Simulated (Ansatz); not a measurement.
# CH₉InOSi₂: how energies converge with the basis set

How large a basis does CH₉InOSi₂ need? Two functionals are run in growing sets.

Computed with Ansatz 0.2.0, Gaussian basis. Level: one geometry, several basis sets.

Plan: PBE0-D4/def2-SVP; ωB97M-V/def2-SVP; PBE0-D4/def2-QZVPP; ωB97M-V/def2-QZVPP; the functionals' def2-TZVPP values are taken from earlier runs.

### Step 1. The relaxed structure

All runs share one geometry, relaxed beforehand with PBE0-D4 in a triple-zeta def2 set. In takes the def2 core potential; no spin-orbit term is included.

SMILES `[SiH3]O[CH]([SiH3])[InH2]`, 14 atoms, charge 0, spin multiplicity 1.

Atoms are counted from 1 here; the program's logs count them from 0.

Bond lengths: Si1–O2 1.635 Å, Si1–H6 1.479 Å, Si1–H7 1.516 Å, Si1–H8 1.486 Å, O2–C3 1.444 Å, C3–Si4 1.871 Å, C3–In5 2.224 Å, C3–H9 1.098 Å, Si4–H10 1.489 Å, Si4–H11 1.487 Å, Si4–H12 1.492 Å, In5–H13 1.725 Å, In5–H14 1.726 Å. Angles: O2–Si1–H6 109.6°, O2–Si1–H7 106.5°, O2–Si1–H8 113.1°, H6–Si1–H7 110.0°, H6–Si1–H8 111.4°, H7–Si1–H8 106.0°, Si1–O2–C3 115.4°, O2–C3–Si4 109.6°, O2–C3–In5 109.9°, O2–C3–H9 109.8°, Si4–C3–In5 110.8°, Si4–C3–H9 109.0°, In5–C3–H9 107.8°, C3–Si4–H10 113.2°, C3–Si4–H11 110.3°, C3–Si4–H12 106.9°, H10–Si4–H11 108.7°, H10–Si4–H12 109.0° and more.

### Step 2. PBE0-D4 in def2-SVP

File in.yaml:

```yaml
crystal:
  periodic: [false, false, false]
  atoms:
    - {symbol: Si, position_ang: [-1.492944, 1.451346, 0.818964]}
    - {symbol: O, position_ang: [0.090864, 1.127245, 0.576754]}
    - {symbol: C, position_ang: [0.415823, -0.265635, 0.380687]}
    - {symbol: Si, position_ang: [2.214426, -0.427241, -0.109868]}
    - {symbol: In, position_ang: [-0.910439, -1.139668, -1.176473]}
    - {symbol: H, position_ang: [-1.736420, 2.898717, 0.637169]}
    - {symbol: H, position_ang: [-2.257897, 0.660735, -0.224103]}
    - {symbol: H, position_ang: [-1.990235, 0.978893, 2.137100]}
    - {symbol: H, position_ang: [0.248888, -0.821452, 1.313245]}
    - {symbol: H, position_ang: [3.152649, 0.094295, 0.921873]}
    - {symbol: H, position_ang: [2.466637, 0.286314, -1.389389]}
    - {symbol: H, position_ang: [2.479060, -1.881586, -0.315365]}
    - {symbol: H, position_ang: [-0.888959, -0.375530, -2.722830]}
    - {symbol: H, position_ang: [-1.791446, -2.586453, -0.847765]}
basis:
  gaussian: {orbitals: def2-SVP}
hamiltonian: {xc: pbe0, dispersion: d4}
output: {orbitals: {seedname: orbitals}}
```

The run is started by

```
ansatz run in.yaml --threads 2 --pin off --events-out ev --progress --plain --max-ram 32768MiB --backend cpu
```

Further steps of the session: ωB97M-V in def2-SVP; PBE0-D4 in def2-QZVPP; ωB97M-V in def2-QZVPP.

Before running them: what should the planned runs give, taken together? Wanted: PBE0-D4: double and triple zeta above quadruple; ωB97M-V: double and triple zeta above quadruple.

The runs gave:

| quantity | value |
| --- | --- |
| PBE0-D4: double and triple zeta above quadruple | 10.40, 0.78 eV |
| ωB97M-V: double and triple zeta above quadruple | 10.56, 0.73 eV |

PBE0-D4 gains 9.62 eV from double to triple zeta, then 0.78 eV more. These are total energies; as a rule much of such shifts cancels in differences, which this series doesn't test.
